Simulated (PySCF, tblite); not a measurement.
# C₇H₁₄BN₂+: excited states, part 2 of 2

tblite 0.8.0 and PySCF 2.14.0. Atoms count from 0.

### 5 Excited states: TDA CAM-B3LYP/aug-pcseg-0 in toluene

Job settings and geometry (Å):

```
{"job": {"kind": "states", "xc": "CAM-B3LYP", "basis": "aug-pcseg-0", "tda": true, "soc": true, "nstates": 6, "ntriplets": 6, "nquad": 4, "solvent": "toluene", "grid": 3}, "charge": 1, "multiplicity": 1}
C     -1.876672     0.937009    -0.744791
N     -1.175775    -0.134747    -0.018932
C     -1.663036    -0.150872     1.373969
C     -1.505133    -1.422145    -0.659798
B      0.384277     0.038279    -0.003075
C      1.299255    -0.934561     0.674781
C      2.648243    -0.682539     0.647462
C      3.161137     0.454806    -0.002943
C      2.326756     1.334056    -0.621980
N      0.979935     1.143775    -0.629658
H     -1.684229     1.901150    -0.277444
H     -1.555242     0.962308    -1.784562
H     -2.952660     0.759424    -0.725583
H     -2.744536    -0.287116     1.395426
H     -1.195380    -0.961965     1.926135
H     -1.414446     0.787337     1.866300
H     -1.027003    -2.240087    -0.127355
H     -2.583521    -1.581733    -0.656522
H     -1.149103    -1.427210    -1.688122
H      0.982483    -1.828750     1.193414
H      3.344419    -1.354616     1.127306
H      4.223066     0.633997    -0.011934
H      2.702880     2.211360    -1.125782
H      0.462548     1.862600    -1.118757
```

With the program's defaults for keys left out, this is: TDA CAM-B3LYP/aug-pcseg-0 excited states, vertical, IEF-PCM toluene (non-equilibrium response), spin-orbit mean-field couplings.

Standard output:

```text
coarse grid: 19496 points
cycle   1  E = -408.1528782532  dE =  2.104e+00  |g| = 4.506e-01  |ddm| = 2.076e+01
cycle   2  E = -408.1619602814  dE = -9.082e-03  |g| = 4.926e-01  |ddm| = 7.149e+00
cycle   3  E = -408.2148625477  dE = -5.290e-02  |g| = 3.462e-02  |ddm| = 3.836e+00
cycle   4  E = -408.2151155989  dE = -2.531e-04  |g| = 2.475e-02  |ddm| = 6.393e-01
cycle   5  E = -408.2152551796  dE = -1.396e-04  |g| = 4.496e-03  |ddm| = 1.064e-01
cycle   6  E = -408.2152604231  dE = -5.243e-06  |g| = 2.234e-03  |ddm| = 4.819e-02
final grid: 277992 points
cycle   7  E = -408.1723344491  dE = -2.997e-05  |g| = 5.778e-03  |ddm| = 3.360e-01
cycle   8  E = -408.1723355130  dE = -1.064e-06  |g| = 5.751e-03  |ddm| = 8.795e-02
cycle   9  E = -408.1723425503  dE = -7.037e-06  |g| = 6.965e-04  |ddm| = 3.492e-02
cycle  10  E = -408.1723426647  dE = -1.144e-07  |g| = 1.863e-04  |ddm| = 5.537e-03
cycle  11  E = -408.1723426771  dE = -1.232e-08  |g| = 4.080e-05  |ddm| = 2.831e-03
cycle  12  E = -408.1723426778  dE = -7.361e-10  |g| = 1.914e-05  |ddm| = 2.313e-04
converged SCF energy = -408.1723426778

Singlet excitations
state   eV       nm        f     d(h-e)  d(exc)  Lambda  PR(NTO)  |dmu|/D   mu/D   main configurations
  1   5.4475   227.6   0.30505   0.308   2.712   0.740   1.213    1.069    4.859   H->L 0.86
  2   6.4273   192.9   0.00160   1.464   4.293   0.194   1.013    5.987    4.229   H->L+1 0.76, H->L+4 0.09
  3   6.5905   188.1   0.12066   0.252   2.890   0.694   1.521    0.592    4.634   H->L+3 0.60, H-1->L 0.19, H->L+5 0.13
  4   7.1349   173.8   0.02351   0.934   4.599   0.195   1.078    3.458    1.861   H->L+2 0.61, H->L+4 0.11, H->L+6 0.09
  5   7.2685   170.6   0.01138   0.347   4.425   0.248   1.398                     H->L+4 0.51, H->L+6 0.20, H-2->L 0.15
  6   7.2906   170.1   0.00166   0.481   3.139   0.468   1.423                     H-2->L 0.80

Triplet excitations (Tamm-Dancoff)
state   eV     d(h-e)  d(exc)  Lambda  PR(NTO)   main configurations
  1   3.6310   0.180   2.533   0.758   1.043   H->L 0.91
  2   4.8586   0.355   2.650   0.655   1.046   H->L+3 0.67, H->L+5 0.21
  3   5.2011   0.225   2.419   0.747   1.078   H-1->L 0.93
  4   6.3812   1.392   4.223   0.195   1.017   H->L+1 0.74, H->L+4 0.09
  5   6.9068   0.495   2.626   0.519   1.037   H-2->L 0.95
  6   6.9457   0.684   2.688   0.485   1.200   H-1->L+3 0.67, H-1->L+5 0.19
S1 - T1 = 1.8165 eV

Spin-orbit couplings |<S|Hso|T>| (cm-1)
             T1       T2       T3       T4       T5       T6
S0        0.058    0.146    0.037    2.237    3.329    0.178
S1        0.015    0.049    0.059    1.551    2.615    0.086
S2        1.247    1.009    0.512    0.005    0.025    0.246
S3        0.065    0.056    0.022    0.624    0.385    0.054
S4        1.349    1.407    0.667    0.248    0.155    0.490
S5        0.431    0.237    0.614    0.357    0.026    0.488
S6        2.287    0.868    1.713    0.232    0.477    0.233
T1 sublevels (cm-1): 0.000 0.000 0.000   radiative rates (1/s): 0.0041 0.000156 0.000258
```

Run time: 68 s. Hardware: 1 thread of Arm Neoverse V1, shared host; peak memory 1.1 GiB.

Key values:

| quantity | value |
| --- | --- |
| S1 less T1 | 1.82 eV |

### 6 Excited states: TDA HF/def2-SVP

The job, as its differences from that of step 5:

```diff
@@ -1,2 +1,2 @@
-{"job": {"kind": "states", "xc": "CAM-B3LYP", "basis": "aug-pcseg-0", "tda": true, "soc": true, "nstates": 6, "ntriplets": 6, "nquad": 4, "solvent": "toluene", "grid": 3}, "charge": 1, "multiplicity": 1}
+{"job": {"kind": "states", "xc": "HF", "basis": "def2-SVP", "tda": true, "soc": true, "nstates": 6, "ntriplets": 6, "nquad": 4, "frozen_core": false}, "charge": 1, "multiplicity": 1}
 C     -1.876672     0.937009    -0.744791
```

Level: TDA HF/def2-SVP excited states, vertical, gas phase, spin-orbit mean-field couplings.

Standard output:

```text
final grid: 186856 points
cycle   1  E = -406.1845316342  dE =  3.065e+00  |g| = 7.321e-01  |ddm| = 4.770e+00
cycle   2  E = -406.3388163298  dE = -1.543e-01  |g| = 3.566e-01  |ddm| = 1.164e+00
cycle   3  E = -406.3676422183  dE = -2.883e-02  |g| = 9.717e-02  |ddm| = 4.054e-01
cycle   4  E = -406.3706536692  dE = -3.011e-03  |g| = 2.268e-02  |ddm| = 1.533e-01
cycle   5  E = -406.3708037355  dE = -1.501e-04  |g| = 4.895e-03  |ddm| = 2.952e-02
cycle   6  E = -406.3708218204  dE = -1.808e-05  |g| = 2.567e-03  |ddm| = 1.013e-02
cycle   7  E = -406.3708264688  dE = -4.648e-06  |g| = 1.026e-03  |ddm| = 5.119e-03
cycle   8  E = -406.3708280444  dE = -1.576e-06  |g| = 3.811e-04  |ddm| = 3.608e-03
cycle   9  E = -406.3708282422  dE = -1.978e-07  |g| = 1.010e-04  |ddm| = 1.456e-03
cycle  10  E = -406.3708282534  dE = -1.115e-08  |g| = 5.254e-05  |ddm| = 2.793e-04
cycle  11  E = -406.3708282552  dE = -1.834e-09  |g| = 1.634e-05  |ddm| = 1.302e-04
cycle  12  E = -406.3708282555  dE = -2.398e-10  |g| = 6.650e-06  |ddm| = 4.638e-05
converged SCF energy = -406.3708282555

Singlet excitations
state   eV       nm        f     d(h-e)  d(exc)  Lambda  PR(NTO)  |dmu|/D   mu/D   main configurations
  1   5.8139   213.3   0.28971   0.124   2.547   0.746   1.210    0.569    4.438   H->L 0.90
  2   6.9676   177.9   0.07485   0.375   2.685   0.762   1.725    1.222    3.375   H->L+2 0.68, H-1->L 0.25
  3   8.1175   152.7   0.00426   1.419   3.491   0.279   1.066    4.772    3.294   H->L+1 0.51, H->L+3 0.28
  4   8.4599   146.6   0.98476   0.336   2.496   0.751   1.808    1.045    3.477   H-1->L 0.69, H->L+2 0.23
  5   8.5266   145.4   0.00878   0.377   2.490   0.523   1.131                     H-2->L 0.88
  6   8.7366   141.9   0.03627   1.296   3.505   0.307   1.115                     H->L+3 0.34, H->L+4 0.25, H->L+1 0.23

Triplet excitations (Tamm-Dancoff)
state   eV     d(h-e)  d(exc)  Lambda  PR(NTO)   main configurations
  1   3.1593   0.256   2.370   0.744   1.171   H->L 0.75, H->L+2 0.13
  2   4.7498   0.210   2.377   0.728   1.898   H->L+2 0.46, H-1->L 0.32
  3   5.1277   0.676   2.493   0.743   1.537   H-1->L 0.52, H->L+2 0.22, H->L 0.16
  4   7.4454   0.747   2.558   0.574   1.371   H-1->L+2 0.71
  5   7.8701   0.425   2.488   0.504   1.261   H-2->L 0.80
  6   7.9103   1.242   3.343   0.297   1.259   H->L+1 0.50, H->L+3 0.18
S1 - T1 = 2.6546 eV

Spin-orbit couplings |<S|Hso|T>| (cm-1)
             T1       T2       T3       T4       T5       T6
S0        0.078    0.078    0.059    0.144    5.917    2.627
S1        0.009    0.034    0.053    0.029    2.491    0.921
S2        0.023    0.029    0.016    0.032    1.141    1.442
S3        0.803    0.750    1.929    0.429    0.024    0.089
S4        0.149    0.027    0.182    0.058    1.800    0.812
S5        1.687    0.478    2.325    0.565    0.668    0.135
S6        0.684    0.492    0.673    0.723    0.291    0.333
T1 sublevels (cm-1): 0.000 0.000 0.000   radiative rates (1/s): 0.000277 0.000128 0.000282
```

Run time: 38 s. Hardware: 1 thread of Arm Neoverse V1, shared host; peak memory 0.94 GiB.

Key values:

| quantity | value |
| --- | --- |
| S1 less T1 | 2.65 eV |

### 7 Excited states: KT2/6-31+G* in carbondisulfide

The job, as its differences from that of step 6:

```diff
@@ -1,2 +1,2 @@
-{"job": {"kind": "states", "xc": "HF", "basis": "def2-SVP", "tda": true, "soc": true, "nstates": 6, "ntriplets": 6, "nquad": 4, "frozen_core": false}, "charge": 1, "multiplicity": 1}
+{"job": {"kind": "states", "xc": "KT2", "basis": "6-31+G*", "tda": true, "soc": true, "nstates": 6, "ntriplets": 6, "nquad": 4, "solvent": "carbondisulfide"}, "charge": 1, "multiplicity": 1}
 C     -1.876672     0.937009    -0.744791
```

Method: KT2/6-31+G*.

Standard output:

```text
KeyError: 'carbondisulfide'
```

Wall time 0.03 s (1 thread of Arm Neoverse V1, shared host).

Diagnosis: The input was refused with the message shown. Cure: check the setting that the message names.

### 8 Excited states: CAM-B3LYP/cc-pVDZ-PP

The job, as its differences from that of step 7:

```diff
@@ -1,2 +1,2 @@
-{"job": {"kind": "states", "xc": "KT2", "basis": "6-31+G*", "tda": true, "soc": true, "nstates": 6, "ntriplets": 6, "nquad": 4, "solvent": "carbondisulfide"}, "charge": 1, "multiplicity": 1}
+{"job": {"kind": "states", "xc": "CAM-B3LYP", "basis": "cc-pVDZ-PP", "tda": true, "soc": true, "nstates": 2, "ntriplets": 6, "nquad": 4, "frozen_core": false, "scf": {"guess": "random", "max_cycle": 92}}, "charge": 1, "multiplicity": 1}
 C     -1.876672     0.937009    -0.744791
```

Level: CAM-B3LYP/cc-pVDZ-PP.

Standard output:

```text
KeyError: 'Element c (Z=6) not found in basis cc-pVDZ-PP version 0'
```

Run time: 0.01 s. Hardware: 1 thread of Arm Neoverse V1, shared host.

**What went wrong.** The basis cc-pVDZ-PP has no functions for an element of the molecule, so the input was refused before any integral. Cure: choose a basis that covers all elements.

### 9 Excited states: TDA CAM-B3LYP/aug-pcseg-0 in chloroform

The job, as its differences from that of step 8:

```diff
@@ -1,2 +1,2 @@
-{"job": {"kind": "states", "xc": "CAM-B3LYP", "basis": "cc-pVDZ-PP", "tda": true, "soc": true, "nstates": 2, "ntriplets": 6, "nquad": 4, "frozen_core": false, "scf": {"guess": "random", "max_cycle": 92}}, "charge": 1, "multiplicity": 1}
+{"job": {"kind": "states", "xc": "CAM-B3LYP", "basis": "aug-pcseg-0", "tda": true, "soc": true, "nstates": 6, "ntriplets": 6, "nquad": 4, "solvent": "chloroform", "scf": {"conv": 1e-08}}, "charge": 1, "multiplicity": 1}
 C     -1.876672     0.937009    -0.744791
```

Method: TDA CAM-B3LYP/aug-pcseg-0 excited states, vertical, IEF-PCM chloroform (non-equilibrium response), spin-orbit mean-field couplings.

Standard output:

```text
final grid: 186856 points
cycle   1  E = -408.1301036306  dE =  2.084e+00  |g| = 4.459e-01  |ddm| = 2.079e+01
cycle   2  E = -408.1401655404  dE = -1.006e-02  |g| = 4.828e-01  |ddm| = 7.215e+00
cycle   3  E = -408.1903628104  dE = -5.020e-02  |g| = 3.294e-02  |ddm| = 3.741e+00
cycle   4  E = -408.1906136805  dE = -2.509e-04  |g| = 2.243e-02  |ddm| = 6.280e-01
cycle   5  E = -408.1907299761  dE = -1.163e-04  |g| = 3.882e-03  |ddm| = 8.711e-02
cycle   6  E = -408.1907340402  dE = -4.064e-06  |g| = 2.046e-03  |ddm| = 4.442e-02
cycle   7  E = -408.1907352765  dE = -1.236e-06  |g| = 3.730e-04  |ddm| = 1.322e-02
cycle   8  E = -408.1907354113  dE = -1.348e-07  |g| = 1.858e-04  |ddm| = 4.138e-03
cycle   9  E = -408.1907354268  dE = -1.545e-08  |g| = 5.012e-05  |ddm| = 3.482e-03
cycle  10  E = -408.1907354288  dE = -2.056e-09  |g| = 2.157e-05  |ddm| = 4.901e-04
converged SCF energy = -408.1907354288

Singlet excitations
state   eV       nm        f     d(h-e)  d(exc)  Lambda  PR(NTO)  |dmu|/D   mu/D   main configurations
  1   5.4580   227.2   0.29945   0.306   2.717   0.728   1.216    1.052    5.237   H->L 0.86
  2   6.4128   193.3   0.00086   0.979   4.302   0.218   1.014    4.046    4.842   H->L+1 0.74, H->L+2 0.09
  3   6.6003   187.8   0.11982   0.251   2.893   0.571   1.523    0.556    5.105   H->L+4 0.28, H->L+3 0.26, H-1->L 0.20
  4   7.0944   174.8   0.01956   0.574   4.712   0.270   1.066    1.913    4.379   H->L+2 0.52, H->L+3 0.16, H->L+4 0.12
  5   7.1870   172.5   0.01935   0.541   4.822   0.353   1.045                     H->L+3 0.26, H->L+4 0.23, H->L+6 0.20
  6   7.2712   170.5   0.00039   0.479   2.748   0.517   1.063                     H-2->L 0.95

Triplet excitations (Tamm-Dancoff)
state   eV     d(h-e)  d(exc)  Lambda  PR(NTO)   main configurations
  1   3.6327   0.178   2.535   0.750   1.043   H->L 0.91
  2   4.8761   0.333   2.649   0.520   1.047   H->L+4 0.31, H->L+5 0.30, H->L+3 0.28
  3   5.2147   0.218   2.423   0.750   1.078   H-1->L 0.93
  4   6.3688   0.931   4.232   0.219   1.018   H->L+1 0.72, H->L+2 0.09
  5   6.8911   0.486   2.633   0.518   1.039   H-2->L 0.95
  6   6.9790   0.667   2.725   0.391   1.225   H-1->L+4 0.31, H-1->L+3 0.28, H-1->L+5 0.27
S1 - T1 = 1.8253 eV

Spin-orbit couplings |<S|Hso|T>| (cm-1)
             T1       T2       T3       T4       T5       T6
S0        0.059    0.144    0.037    2.116    3.333    0.151
S1        0.015    0.049    0.060    1.379    2.699    0.053
S2        1.096    0.862    0.442    0.020    0.063    0.189
S3        0.063    0.053    0.022    0.525    0.394    0.055
S4        1.153    1.114    0.612    0.489    0.174    0.504
S5        0.368    0.255    0.259    0.661    0.139    0.494
S6        2.389    0.975    1.910    0.138    0.446    0.194
T1 sublevels (cm-1): 0.000 0.000 0.000   radiative rates (1/s): 0.00341 0.00013 0.00014
```

It took 65 s on 1 thread of Arm Neoverse V1, shared host; peak memory 1.2 GiB.

In short:

| quantity | value |
| --- | --- |
| S1 less T1 | 1.83 eV |

### 10 Results

This closing draws on all 2 parts.

```
                                                    quantity                               value
                   strongest single infrared mode (GFN2-xTB)                729 cm⁻¹, 127 km/mol
                                zero-point energy (GFN2-xTB)                      130.7 kcal/mol
                 S1 less T1 (step 4, TDA CAM-B3LYP/def2-SVP)                             1.96 eV
   S1 less T1 (step 5, TDA CAM-B3LYP/aug-pcseg-0 in toluene)                             1.82 eV
                        S1 less T1 (step 6, TDA HF/def2-SVP)                             2.65 eV
S1 less T1 (step 9, TDA CAM-B3LYP/aug-pcseg-0 in chloroform)                             1.83 eV
                                                        runs  2 failed, 0 ended on unsound input
```

All 66 modes are real, so the xTB geometry is a minimum. The strongest single mode, at 729 cm⁻¹, has its largest shares on H23, H21 and H22 (the list is cut at 3 atoms). GFN2-xTB is a fitted tight-binding method: band positions and strengths are rough. Its intensities can rank the bands wrongly. In step 4, the number of triplets below S1 is 3, and the largest singlet-triplet spin-orbit coupling is S0–T5, 3.88 cm⁻¹. In steps 5, 9, the number of triplets below S1 is 3, and the largest singlet-triplet spin-orbit coupling is S0–T5, 3.33 cm⁻¹. In step 6, the number of triplets below S1 is 3, and the largest singlet-triplet spin-orbit coupling is S0–T5, 5.92 cm⁻¹.
